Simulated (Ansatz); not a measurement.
**C2H7FOSSn: one species, many methods**

How much do the methods differ for C2H7FOSSn? The plan is to run it at one geometry with functionals of several rungs and with coupled cluster. The yardstick is the atomisation energy at the CCSD(T) limit.

Method: functionals in def2-TZVPP, the program's frozen cores in correlated methods; program: Ansatz 0.2.0, Gaussian basis.

Levels to be run: PBE-D4, r2SCAN-D4, PBE0-D4, B3LYP-D4, ωB97X-V, ωB97M-V, B2PLYP; CCSD(T)/def2-TZVPP; MP2/def2-QZVPP; extrapolation to the limit.

## Step 1: Structure used throughout

All runs share one geometry, relaxed beforehand with PBE0-D4 in a triple-zeta def2 set. Sn takes the def2 core potential; no spin-orbit term is included.

SMILES `C[O][Sn]([CH3])([F])[SH]`, 13 atoms, charge 0, spin multiplicity 1.

Atoms are counted from 1 here; the program's logs count them from 0.

Bond lengths: C1–O2 1.411 Å, C1–H7 1.095 Å, C1–H8 1.098 Å, C1–H9 1.093 Å, O2–Sn3 1.951 Å, Sn3–C4 2.118 Å, Sn3–F5 1.927 Å, Sn3–S6 2.371 Å, C4–H10 1.089 Å, C4–H11 1.089 Å, C4–H12 1.089 Å, S6–H13 1.345 Å. Angles: O2–C1–H7 112.3°, O2–C1–H8 112.2°, O2–C1–H9 107.8°, H7–C1–H8 108.3°, H7–C1–H9 108.3°, H8–C1–H9 107.8°, C1–O2–Sn3 120.4°, O2–Sn3–C4 116.3°, O2–Sn3–F5 102.6°, O2–Sn3–S6 104.1°, C4–Sn3–F5 105.5°, C4–Sn3–S6 117.3°, F5–Sn3–S6 110.1°, Sn3–C4–H10 109.1°, Sn3–C4–H11 108.5°, Sn3–C4–H12 109.5°, H10–C4–H11 109.6°, H10–C4–H12 110.0° and more.

## Step 2: PBE-D4 (GGA)

in.yaml

```yaml
crystal:
  periodic: [false, false, false]
  atoms:
    - {symbol: C, position_ang: [0.744574, -1.742180, -1.068753]}
    - {symbol: O, position_ang: [-0.223719, -1.377084, -0.109318]}
    - {symbol: Sn, position_ang: [-0.130302, 0.358276, 0.777175]}
    - {symbol: C, position_ang: [-0.589390, 2.046598, -0.415733]}
    - {symbol: F, position_ang: [1.744673, 0.517201, 1.194167]}
    - {symbol: S, position_ang: [-1.383411, 0.057788, 2.767523]}
    - {symbol: H, position_ang: [1.765823, -1.664243, -0.680056]}
    - {symbol: H, position_ang: [0.674443, -1.134070, -1.980558]}
    - {symbol: H, position_ang: [0.562630, -2.783423, -1.347672]}
    - {symbol: H, position_ang: [-0.474569, 2.948127, 0.184806]}
    - {symbol: H, position_ang: [0.103997, 2.075751, -1.255539]}
    - {symbol: H, position_ang: [-1.613690, 1.968148, -0.777316]}
    - {symbol: H, position_ang: [-1.181069, -1.270898, 2.711284]}
basis:
  gaussian: {orbitals: def2-TZVPP}
hamiltonian: {xc: pbe, dispersion: d4}
output: {forces: true, orbitals: {seedname: orbitals}}
```

On the command line:

```console
ansatz run in.yaml --threads 2 --pin off --events-out ev --progress --plain --max-ram 22528MiB --backend cuda --devices 0, --max-vram 18GiB
```

After this run come: r2SCAN-D4 (meta-GGA); PBE0-D4 (hybrid); B3LYP-D4 (hybrid); ωB97X-V (range-separated); ωB97M-V (range-separated); B2PLYP (double hybrid); CCSD(T) in def2-TZVPP; MP2 in def2-QZVPP.

**Question.** What will the summary of the whole plan be? Wanted: atomisation energy, CCSD(T)/CBS; farthest; mean size of error, hybrid; mean size of error, range-separated; gap, smallest and largest; T1 diagnostic; triples share of the correlation energy.

The runs gave:

| quantity | value |
| --- | --- |
| atomisation energy, CCSD(T)/CBS | 47.815 eV |
| functionals within 0.478 eV (1.0 %) | r2SCAN-D4, ωB97X-V, ωB97M-V |
| farthest | B2PLYP (-1.009 eV) |
| mean size of error, hybrid | 0.546 eV |
| mean size of error, range-separated | 0.195 eV |
| gap, smallest and largest | 4.29 eV (PBE-D4), 11.27 eV (ωB97X-V) |
| T1 diagnostic | 0.0131 |
| triples share of the correlation energy | 3.5 % |

PBE-D4 is off by +0.508 eV. Double hybrids carry the basis error of their MP2 part in triple zeta, and no dispersion term here, so their miss is partly the set-up's. The reference freezes the cores and leaves out spin-orbit coupling and excitations past (T), and its outer-core shells are covered unevenly, so misses under about 0.478 eV can't be ranked. All levels share the lack of spin-orbit coupling, which lowers the free heavy atoms and so the true binding. Hartree-Fock recovers 70 % of the binding; the rest is correlation. The gap grows from 4.3 to 11.3 eV across the functionals, mostly with the share of exact exchange. Correlated methods include outer-core shells of Sn, which these sets cover unevenly.
